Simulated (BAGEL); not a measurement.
# GaHSCl2 (SMILES [SH][Ga]([Cl])[Cl]) at PBE0/6-31G(d) (density fitting with qzvpp-jkfit, spherical functions)

Aim: the energy change on altering one bond length of GaHSCl2 at PBE0/6-31G* (density fitting with qzvpp-jkfit, spherical functions), from 2 runs. 

The results are computed with BAGEL 1.2.2.

17 further runs of the same task are left out: 1 that didn't finish, 16 set aside as unsound or not needed.

### Step 1. The molecule

GaHSCl2: 5 atoms, total charge 0, spin state singlet. SMILES: `[SH][Ga]([Cl])[Cl]`. The shape is that of a PBE0-D4/def2-TZVP optimisation.

Bond lengths: S1–Ga2 2.175 Å, Ga2–Cl3 2.121 Å, Ga2–Cl4 2.126 Å, S1–H5 1.345 Å. Angles: S1–Ga2–Cl3 120.2°, S1–Ga2–Cl4 121.4°, Cl3–Ga2–Cl4 118.4°, Ga2–S1–H5 92.3°.

### Step 2. The energy at PBE0/6-31G(d) (density fitting with qzvpp-jkfit, spherical functions)

Input file dft.json:

```json
{ "bagel": [

{
  "title": "molecule",
  "basis": "6-31gs.json",
  "df_basis": "qzvpp-jkfit",
  "angstrom": true,
  "geometry": [
    { "atom": "S", "xyz": [    0.072700,    1.687100,    0.391900 ] },
    { "atom": "Ga", "xyz": [    0.276600,   -0.453100,    0.065500 ] },
    { "atom": "Cl", "xyz": [    1.930400,   -1.504800,    0.876600 ] },
    { "atom": "Cl", "xyz": [   -1.158100,   -1.543300,   -1.063000 ] },
    { "atom": "H", "xyz": [   -1.071600,    1.740400,   -0.312400 ] }
  ]
},
{
  "title": "ks",
  "xc_func": "pbe0",
  "charge": 0
},
{
  "title": "print",
  "file": "orbitals.molden",
  "orbitals": true
}

]}
```

The basis set 6-31G* is read from a file made from the Basis Set Exchange's data (not shown).

Started as:

```console
$ BAGEL_NUM_THREADS=1 BAGEL dft.json > dft.out
```

The log of the run:

```text
* using 1 threads per process

  ===============================================================
  ===============================================================

  *** Geometry ***

  { "atom" : "S", "xyz" : [      0.137383,      3.188157,      0.740584 ] },
  { "atom" : "Ga", "xyz" : [      0.522698,     -0.856235,      0.123777 ] },
  { "atom" : "Cl", "xyz" : [      3.647927,     -2.843660,      1.656534 ] },
  { "atom" : "Cl", "xyz" : [     -2.188492,     -2.916414,     -2.008779 ] },
  { "atom" : "H", "xyz" : [     -2.025031,      3.288879,     -0.590350 ] },

  Number of auxiliary basis functions:      668

  Since a DF basis is specified, we compute 2- and 3-index integrals:
    o Being stored without compression. Storage requirement is 0.041 GB

  Number of basis functions:       88
  Number of electrons      :       82

    * METHOD: MOLECULE                             0.39

  *** Kohn-Sham DFT ***

    * Removing 8539 points whose weight is below 1.00e-10
    * Grid points: 65991

  === Nuclear Repulsion ===
   519.5328036978

       - DIIS with orbital gradients will be used.

  === KS iteration (pbe0 / 6-31gs.json) ===
      0      -3157.00822431          0.12920478           0.42
      1      -2997.69094451          0.18498648           0.49
      2      -3145.74775391          0.09810702           0.39
      3      -3174.23498403          0.13088620           0.37
      4      -3178.68057842          0.12650896           0.37
      5      -3193.30330914          0.20072785           0.36
      6      -3193.76543841          0.19912627           0.36
      7      -3175.98176516          0.13263694           0.40
      8      -3154.32418794          0.11829453           0.37
      9      -3240.88004981          0.05467292           0.37
     10      -3182.85186351          0.12474368           0.36
     11      -3187.33775253          0.15073921           0.34
     12      -3187.12120998          0.14873846           0.36
     13      -3188.77944292          0.16291518           0.36
     14      -3239.18165828          0.05851508           0.35
     15      -3240.27347079          0.07426860           0.36
     16      -3242.22107477          0.04702604           0.38
     17      -3242.60087187          0.02322935           0.35
     18      -3243.13385448          0.00912211           0.37
     19      -3243.16432966          0.00134000           0.40
     20      -3243.16500592          0.00073670           0.36
     21      -3243.16552989          0.00009602           0.39
     22      -3243.16553555          0.00001896           0.41
     23      -3243.16553590          0.00001142           0.37
     24      -3243.16553605          0.00000534           0.40
     25      -3243.16553608          0.00000088           0.39
     26      -3243.16553609          0.00000048           0.40
     27      -3243.16553609          0.00000010           0.44
     28      -3243.16553609          0.00000006           0.43
     29      -3243.16553609          0.00000001           0.37
     30      -3243.16553609          0.00000001           0.39
    * SCF iteration converged.

    * Permanent dipole moment:
           (    0.372425,    -0.493113,     0.128247) a.u.

    * METHOD: KS                                  12.18

    * METHOD: PRINT                                0.01

  ===============================================================
```

Run time: 13 s. Hardware: 1 thread of Intel Xeon 6975P-C (Granite Rapids), shared host; peak memory 0.37 GiB.

### Step 3. The distorted shape, same level

Input file calc.json:

```json
{ "bagel" : [

{
  "title" : "molecule",
  "basis" : "6-31gs.json",
  "df_basis" : "qzvpp-jkfit",
  "angstrom" : "true",
  "geometry" : [
    { "atom" : "S", "xyz" : [    0.416032,    1.671108,    0.603216 ] },
    { "atom" : "Ga", "xyz" : [    0.619932,   -0.469092,    0.276816 ] },
    { "atom" : "Cl", "xyz" : [    2.273732,   -1.520792,    1.087916 ] },
    { "atom" : "Cl", "xyz" : [   -0.814768,   -1.559292,   -0.851684 ] },
    { "atom" : "H", "xyz" : [   -1.071600,    1.740400,   -0.312400 ] }
  ]
},
{ "title" : "ks", "xc_func" : "pbe0" },
{ "title" : "print", "file" : "orbitals.molden", "orbitals" : "true" }

]}
```

The basis set 6-31G* is read from a file made from the Basis Set Exchange's data (not shown).

Started as:

```console
$ BAGEL_NUM_THREADS=1 BAGEL calc.json > calc.out
```

The log of the run:

```text
* using 1 threads per process

  ===============================================================
  ===============================================================

  *** Geometry ***

  { "atom" : "S", "xyz" : [      0.786187,      3.157936,      1.139913 ] },
  { "atom" : "Ga", "xyz" : [      1.171502,     -0.886455,      0.523106 ] },
  { "atom" : "Cl", "xyz" : [      4.296731,     -2.873880,      2.055863 ] },
  { "atom" : "Cl", "xyz" : [     -1.539688,     -2.946635,     -1.609450 ] },
  { "atom" : "H", "xyz" : [     -2.025031,      3.288879,     -0.590350 ] },

  Number of auxiliary basis functions:      668

  Since a DF basis is specified, we compute 2- and 3-index integrals:
    o Being stored without compression. Storage requirement is 0.041 GB

  Number of basis functions:       88
  Number of electrons      :       82

    * METHOD: MOLECULE                             0.40

  *** Kohn-Sham DFT ***

    * Removing 8340 points whose weight is below 1.00e-10
    * Grid points: 66190

  === Nuclear Repulsion ===
   517.4354701236

       - DIIS with orbital gradients will be used.

  === KS iteration (pbe0 / 6-31gs.json) ===
      0      -3157.16752532          0.12852566           0.47
      1      -2997.98185255          0.18341018           0.42
      2      -3146.08007483          0.09738407           0.38
      3      -3174.52366894          0.13086386           0.37
      4      -3178.87905146          0.12698604           0.40
      5      -3191.19104776          0.20270131           0.37
      6      -3191.63657725          0.20176025           0.37
      7      -3175.95524095          0.13335441           0.37
      8      -3154.34177470          0.11831336           0.38
      9      -3240.83740930          0.05343442           0.38
     10      -3183.03453744          0.12503393           0.38
     11      -3187.20722579          0.14878250           0.40
     12      -3187.03941669          0.14726818           0.38
     13      -3188.59328719          0.15970598           0.39
     14      -3239.39191384          0.05591468           0.40
     15      -3240.38043136          0.07270672           0.39
     16      -3242.28763816          0.04358804           0.37
     17      -3242.96900392          0.01195045           0.41
     18      -3243.09711622          0.00657724           0.37
     19      -3243.12296027          0.00143249           0.38
     20      -3243.12405309          0.00052827           0.39
     21      -3243.12434334          0.00011467           0.38
     22      -3243.12435249          0.00000926           0.37
     23      -3243.12435253          0.00000797           0.39
     24      -3243.12435262          0.00000157           0.39
     25      -3243.12435263          0.00000058           0.36
     26      -3243.12435263          0.00000017           0.38
     27      -3243.12435263          0.00000009           0.37
     28      -3243.12435263          0.00000002           0.37
     29      -3243.12435263          0.00000001           0.35
    * SCF iteration converged.

    * Permanent dipole moment:
           (    0.354223,    -0.494102,     0.116669) a.u.

    * METHOD: KS                                  11.81

    * METHOD: PRINT                                0.01

  ===============================================================
```

Wall time 13 s (1 thread of Intel Xeon 6975P-C (Granite Rapids), shared host); peak memory 0.37 GiB.

### Step 4. What came out

Level: PBE0/6-31G* (density fitting with qzvpp-jkfit, spherical functions).

| quantity | value |
| --- | --- |
| first shape: total energy | -3243.16554 Eh |
| first shape: dipole moment | 1.60 D |
| first shape: HOMO energy | -8.36 eV |
| first shape: LUMO energy | -1.73 eV |
| first shape: HOMO–LUMO gap | 6.64 eV |
| distorted shape: total energy | -3243.12435 Eh |
| distorted shape: dipole moment | 1.57 D |
| distorted shape: HOMO energy | -8.33 eV |
| distorted shape: LUMO energy | -2.38 eV |
| distorted shape: HOMO–LUMO gap | 5.96 eV |
| energy change with the S1–H5 bond stretched from 1.345 to 1.748 Å | 1.121 eV |

**Reading.** With the S1–H5 bond stretched from 1.345 to 1.748 Å the energy rises by 1.12 eV (26 kcal/mol). The first shape isn't relaxed at this level, so the change isn't measured from a minimum.
